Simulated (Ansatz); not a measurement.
# CH4FO2Si (SMILES CO[Si](O)F): U-rPW86x+PW92c/def2-SVP (sfX2C, accuracy low, nuclear model gaussian)

Aim: the energy difference between two shapes of CH4FO2Si at U-rPW86x+PW92c/def2-SVP (sfX2C, accuracy low, nuclear model gaussian), from 2 runs. 

The calculation is run with Ansatz 0.2.0.

2 further runs of the same task are left out: 1 that didn't finish, 1 set aside as unsound or not needed.

**1. The structure to begin with**

CH4FO2Si has 9 atoms, charge 0, and is taken as a doublet. As SMILES, `CO[Si](O)F`. The shape is that of a PBE0-D4/def2-TZVP optimisation. This is one conformer, not always the lowest.

Bond lengths: C1–O2 1.414 Å, O2–Si3 1.632 Å, Si3–O4 1.632 Å, Si3–F5 1.596 Å, C1–H6 1.090 Å, C1–H7 1.094 Å, C1–H8 1.094 Å, O4–H9 0.959 Å. Some angles: C1–O2–Si3 125.8°, O2–Si3–O4 108.4°, O2–Si3–F5 110.6°, O4–Si3–F5 105.7°, O2–C1–H6 107.8°, O2–C1–H7 111.5°, O2–C1–H8 111.0°, Si3–O4–H9 117.0°, H6–C1–H7 108.7°, H6–C1–H8 108.9°.

**2. Energy and forces at U-rPW86x+PW92c/def2-SVP (sfX2C, accuracy low, nuclear model gaussian)**

The input, run.yaml:

```yaml
crystal:
  periodic: [false, false, false]
  atoms:
    - {symbol: C, position_ang: [-1.470900, -0.166400, 0.285600]}
    - {symbol: O, position_ang: [-0.176400, -0.422300, -0.222400]}
    - {symbol: Si, position_ang: [1.195900, 0.328500, 0.241800]}
    - {symbol: O, position_ang: [2.418000, -0.205200, -0.698200]}
    - {symbol: F, position_ang: [1.096200, 1.897800, -0.031000]}
    - {symbol: H, position_ang: [-2.157500, -0.876500, -0.176200]}
    - {symbol: H, position_ang: [-1.508700, -0.297900, 1.371300]}
    - {symbol: H, position_ang: [-1.794400, 0.848900, 0.039900]}
    - {symbol: H, position_ang: [2.486300, -1.153200, -0.827900]}
basis:
  gaussian:
    orbitals: def2-SVP
    nuclear_model: gaussian
hamiltonian:
  xc:
    text: |
      exchange = rpw86_x
      correlation = pw_c
  pseudopotentials: {relativity: scalar}
output: {forces: true, orbitals: {seedname: orbitals}}
scf:
  omitted_lower_state_checks: [orbital_swaps]
total_charge: 0
magnetization:
  spin_polarized: true
  initial_magnetization: 1
accuracy: low
```

Command:

```console
ansatz run run.yaml --threads 1 --pin off --max-ram 2610MiB --events-out events.jsonl --progress --plain --runs-dir runs
```

Standard output:

```text
Warning: RAYON_NUM_THREADS=1 ignored (pool sized by the plan → 1); use --threads N
Functional definition: unnamed
  exchange = rpw86_x
  correlation = pw_c
these checks for a lower state are left out or cut short: orbital_swaps
1020 factors; their error is unknown
mean field evaluation 1: about -15858.7426 eV, gradient 6.4e1 eV
mean field evaluation 2: about -15802.9259 eV, gradient 1.3e2 eV
mean field evaluation 4: about -15873.0867 eV, gradient 1.1e1 eV
mean field evaluation 8: about -15873.5075 eV, gradient 2.5e-1 eV
mean field evaluation 16: about -15873.4471 eV, gradient 1.5e-4 eV
mean field -15873.44711552 eV, -583.3384220866 hartree, gradient 3.9e-5 eV, S^2 0.751045; 0 other end points of the search recorded, 0 dependent functions left out
the calculation of the forces begins
reference -15873.44722448 eV, -583.3384260907 hartree; 25, 24 occupied and 69, 70 virtual orbitals, 1020 factors
Total energy: -15873.44722448 eV, -583.3384260907 hartree
Relativity: scalar
Atom 0 at    -1.470900    -0.166400     0.285600 Å, force    -0.403799    -0.020302     0.046772 eV/Å
Atom 1 at    -0.176400    -0.422300    -0.222400 Å, force    -0.567428    -0.869644    -0.739301 eV/Å
Atom 2 at     1.195900     0.328500     0.241800 Å, force     0.521717    -0.610468     1.721334 eV/Å
Atom 3 at     2.418000    -0.205200    -0.698200 Å, force     1.156355     0.074307    -0.860025 eV/Å
Atom 4 at     1.096200     1.897800    -0.031000 Å, force    -0.129004     1.949003    -0.331515 eV/Å
Atom 5 at    -2.157500    -0.876500    -0.176200 Å, force    -0.356519    -0.249471    -0.135167 eV/Å
Atom 6 at    -1.508700    -0.297900     1.371300 Å, force    -0.102447    -0.034679     0.436872 eV/Å
Atom 7 at    -1.794400     0.848900     0.039900 Å, force    -0.205845     0.397663    -0.049424 eV/Å
Atom 8 at     2.486300    -1.153200    -0.827900 Å, force     0.086969    -0.636408    -0.089547 eV/Å
Dipole moment:    -0.260789    -0.410752     0.131015 e Å
Checks for a lower state left out: orbital_swaps
```

It took 15 s on 1 thread of Arm Neoverse V1, shared host.

**3. The distorted shape**

The input, run.yaml:

```yaml
crystal:
  periodic: [false, false, false]
  atoms:
    - {symbol: C, position_ang: [-1.339889, -0.280134, 0.142987]}
    - {symbol: O, position_ang: [-0.186673, -0.464174, -0.442128]}
    - {symbol: Si, position_ang: [1.163956, 0.235014, 0.437602]}
    - {symbol: O, position_ang: [2.460025, -0.151659, -0.691316]}
    - {symbol: F, position_ang: [1.276539, 1.947808, -0.089768]}
    - {symbol: H, position_ang: [-2.173329, -0.837578, -0.201110]}
    - {symbol: H, position_ang: [-1.358187, -0.345260, 1.223747]}
    - {symbol: H, position_ang: [-1.858141, 0.736122, -0.001382]}
    - {symbol: H, position_ang: [2.498734, -1.165689, -0.872081]}
basis:
  gaussian:
    orbitals: def2-SVP
    nuclear_model: gaussian
hamiltonian:
  xc:
    text: |
      exchange = rpw86_x
      correlation = pw_c
  pseudopotentials: {relativity: scalar}
output: {forces: true, orbitals: {seedname: orbitals}}
scf:
  omitted_lower_state_checks: [orbital_swaps]
total_charge: 0
magnetization:
  spin_polarized: true
  initial_magnetization: 1
accuracy: low
```

Command:

```console
ansatz run run.yaml --threads 1 --pin off --max-ram 2610MiB --events-out events.jsonl --progress --plain --runs-dir runs
```

Standard output:

```text
Warning: RAYON_NUM_THREADS=1 ignored (pool sized by the plan → 1); use --threads N
[... 3 set-up lines as earlier in the session ...]
these checks for a lower state are left out or cut short: orbital_swaps
1020 factors; their error is unknown
mean field evaluation 1: about -15855.4719 eV, gradient 6.5e1 eV
mean field evaluation 2: about -15742.8787 eV, gradient 1.6e2 eV
mean field evaluation 4: about -15869.1900 eV, gradient 2.8e1 eV
mean field evaluation 8: about -15872.2758 eV, gradient 4.7e-1 eV
mean field evaluation 16: about -15872.2183 eV, gradient 1.3e-4 eV
mean field -15872.21833582 eV, -583.2932652652 hartree, gradient 4.0e-6 eV, S^2 0.751730; 1 other end points of the search recorded, 0 dependent functions left out
the calculation of the forces begins
reference -15872.21844076 eV, -583.2932691220 hartree; 25, 24 occupied and 69, 70 virtual orbitals, 1020 factors
Total energy: -15872.21844076 eV, -583.2932691220 hartree
Relativity: scalar
Atom 0 at    -1.339889    -0.280134     0.142987 Å, force    -5.359941     2.940087     1.973840 eV/Å
Atom 1 at    -0.186673    -0.464174    -0.442128 Å, force     4.618813    -0.276153    -0.846919 eV/Å
Atom 2 at     1.163956     0.235014     0.437602 Å, force     1.477916     2.313329    -4.063459 eV/Å
Atom 3 at     2.460025    -0.151659    -0.691316 Å, force    -0.399408    -2.479451     0.936675 eV/Å
Atom 4 at     1.276539     1.947808    -0.089768 Å, force    -0.662485    -2.046943     1.546226 eV/Å
Atom 5 at    -2.173329    -0.837578    -0.201110 Å, force    -0.770558    -1.912634    -0.784601 eV/Å
Atom 6 at    -1.358187    -0.345260     1.223747 Å, force     0.106826    -0.470902     1.039409 eV/Å
Atom 7 at    -1.858141     0.736122    -0.001382 Å, force     0.984531    -0.019619    -0.138253 eV/Å
Atom 8 at     2.498734    -1.165689    -0.872081 Å, force     0.004304     1.952287     0.337081 eV/Å
Dipole moment:    -0.184717    -0.580064     0.383921 e Å
Checks for a lower state left out: orbital_swaps
```

Wall time 15 s (1 thread of Arm Neoverse V1, shared host).

**4. What came out**

At U-rPW86x+PW92c/def2-SVP (sfX2C, accuracy low, nuclear model gaussian):

| quantity | value |
| --- | --- |
| first shape: total energy | -583.33843 Eh |
| first shape: dipole moment | 2.42 D |
| first shape: HOMO energy (highest over α and β) | -5.09 eV |
| first shape: LUMO energy (lowest over α and β) | -3.67 eV |
| first shape: ⟨S²⟩ | 0.751 |
| first shape: largest force on an atom | 1.981 eV/Å |
| distorted shape: total energy | -583.29327 Eh |
| distorted shape: dipole moment | 3.46 D |
| distorted shape: HOMO energy (highest over α and β) | -6.80 eV |
| distorted shape: LUMO energy (lowest over α and β) | -5.70 eV |
| distorted shape: ⟨S²⟩ | 0.752 |
| distorted shape: largest force on an atom | 6.424 eV/Å |
| energy change with the atoms displaced | 1.229 eV |

What this shows: With the atoms displaced the energy rises by 1.23 eV (28 kcal/mol). The first shape isn't relaxed at this level, so the change isn't measured from a minimum. The largest force (first shape) is 1.98 eV/Å: the shape isn't a stationary point for this species at this level. The accuracy setting (first shape) is loose, so the last digits carry no meaning. The accuracy setting (distorted shape) is loose, so the last digits carry no meaning.
